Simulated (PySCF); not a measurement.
# C5H12OSi: the cost of one run

Programs: PySCF 2.14.0, with density-fitted response routines of our own. Each step states its level of theory. These are calculated values for one molecule in the gas phase, unless marked as measured. Atoms are numbered from 0 throughout.

**1. The starting structure**

19 atoms, charge 0, multiplicity 1; geometry from: GFN2-xTB.

Bonds of the start (Å): C0–C1 1.53, C1–C2 1.53, C1–C3 1.52, C3–C4 1.53, C4–O5 1.43, O5–Si6 1.65, Si6–C3 1.92, C0–H7 1.09, C0–H8 1.09, C0–H9 1.09, C1–H10 1.10, C2–H11 1.09, C2–H12 1.09, C2–H13 1.09, C3–H14 1.09, C4–H15 1.09, C4–H16 1.09, Si6–H17 1.46, Si6–H18 1.46.

**2. TDDFT and polarisability: CAM-B3LYP/def2-SVPD**

What the job is given:

```
{"job": {"kind": "uv", "xc": "CAM-B3LYP", "basis": "def2-SVPD", "nstates": 8, "ntriplets": 3}, "charge": 0, "multiplicity": 1}
C      1.149399     1.288157     0.932413
C      0.552367    -0.071861     0.580243
C      1.666760    -1.084980     0.316527
C     -0.363816     0.057732    -0.629912
C     -1.249785    -1.157128    -0.935065
O     -2.547178    -0.551731    -0.872554
Si    -2.040432     0.966760    -0.455845
H      0.360848     2.012577     1.124077
H      1.758029     1.655438     0.108723
H      1.778082     1.215396     1.817035
H     -0.042311    -0.422415     1.432017
H      1.254372    -2.058565     0.061394
H      2.290655    -0.751221    -0.510418
H      2.295403    -1.198058     1.197415
H      0.227996     0.343306    -1.500748
H     -1.106717    -1.593519    -1.924947
H     -1.190465    -1.945832    -0.182664
H     -2.359664     1.970689    -1.461732
H     -2.443345     1.334506     0.896581
```

Level: TDDFT CAM-B3LYP/def2-SVPD, vertical, gas phase, core orbitals frozen in the response.

The run is started by

```sh
$ OMP_NUM_THREADS=1 python probes_run.py task.json out
```

This one command runs all jobs of the session in turn.

**Question.** How long does this job take on 1 thread of Arm Neoverse N1, shared host, and how much memory does it need?

About 1.9 min, with a peak of 1.1 GiB.
